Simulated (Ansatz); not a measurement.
# CH₅AlFN: how energies converge with the basis set

How large a basis does CH₅AlFN need? Two functionals are run in growing sets.

Computed with Ansatz 0.2.0, Gaussian basis. Level: one geometry, several basis sets.

The runs, in order: PBE0-D4/def2-SVP; ωB97M-V/def2-SVP; PBE0-D4/def2-QZVPP; ωB97M-V/def2-QZVPP; the functionals' def2-TZVPP values are taken from earlier runs.

## 1. Structure used throughout

All runs share one geometry, relaxed beforehand with PBE0-D4 in a triple-zeta def2 set.

9 atoms, charge 0, spin multiplicity 1.

Atoms are counted from 1 here; the program's logs count them from 0.

Bond lengths: N1–C2 1.285 Å, N1–H5 1.014 Å, N1–H6 1.022 Å, C2–Al4 2.083 Å, C2–H7 1.093 Å, F3–Al4 1.676 Å, Al4–H8 1.598 Å, Al4–H9 1.629 Å. Angles: C2–N1–H5 125.1°, C2–N1–H6 116.8°, H5–N1–H6 118.1°, N1–C2–Al4 113.7°, N1–C2–H7 113.0°, Al4–C2–H7 133.2°, C2–Al4–F3 105.6°, C2–Al4–H8 106.0°, C2–Al4–H9 92.4°, F3–Al4–H8 116.5°, F3–Al4–H9 114.6°, H8–Al4–H9 117.5°.

As a file:

```xyz
9
CH5AlFN
N    -0.14557    1.17443   -0.84978
C     0.44949    0.04153   -0.73307
F     1.37018   -1.21992    1.83213
Al   -0.06487   -1.00183    0.99433
H    -0.05508    1.80182   -1.64120
H    -0.75886    1.45350   -0.08081
H     1.09395   -0.19198   -1.58458
H    -0.81136   -2.32669    0.50370
H    -0.98929    0.22293    1.54219
```

## 2. PBE0-D4 in def2-SVP

Contents of in.yaml:

```yaml
crystal:
  periodic: [false, false, false]
  atoms:
    - {symbol: N, position_ang: [-0.145567, 1.174434, -0.849780]}
    - {symbol: C, position_ang: [0.449492, 0.041531, -0.733072]}
    - {symbol: F, position_ang: [1.370181, -1.219917, 1.832129]}
    - {symbol: Al, position_ang: [-0.064868, -1.001830, 0.994327]}
    - {symbol: H, position_ang: [-0.055079, 1.801822, -1.641204]}
    - {symbol: H, position_ang: [-0.758858, 1.453501, -0.080811]}
    - {symbol: H, position_ang: [1.093950, -0.191981, -1.584575]}
    - {symbol: H, position_ang: [-0.811356, -2.326688, 0.503695]}
    - {symbol: H, position_ang: [-0.989294, 0.222928, 1.542192]}
basis:
  gaussian: {orbitals: def2-SVP}
hamiltonian: {xc: pbe0, dispersion: d4}
output: {orbitals: {seedname: orbitals}}
```

On the command line:

```console
> ansatz run in.yaml --threads 2 --pin off --events-out ev --progress --plain --max-ram 4352MiB
```

The runs that follow: ωB97M-V in def2-SVP; PBE0-D4 in def2-QZVPP; ωB97M-V in def2-QZVPP.

Before running them: what should the planned runs give, taken together? Wanted: PBE0-D4: double and triple zeta above quadruple; ωB97M-V: double and triple zeta above quadruple.

As calculated:

```
                                       quantity          value
PBE0-D4: double and triple zeta above quadruple  9.28, 0.53 eV
ωB97M-V: double and triple zeta above quadruple  9.47, 0.50 eV
```

In words: For PBE0-D4 the step from double to triple zeta gains 8.76 eV and the next only 0.53 eV. Total energies overstate the basis error of differences, where much of it tends to cancel.
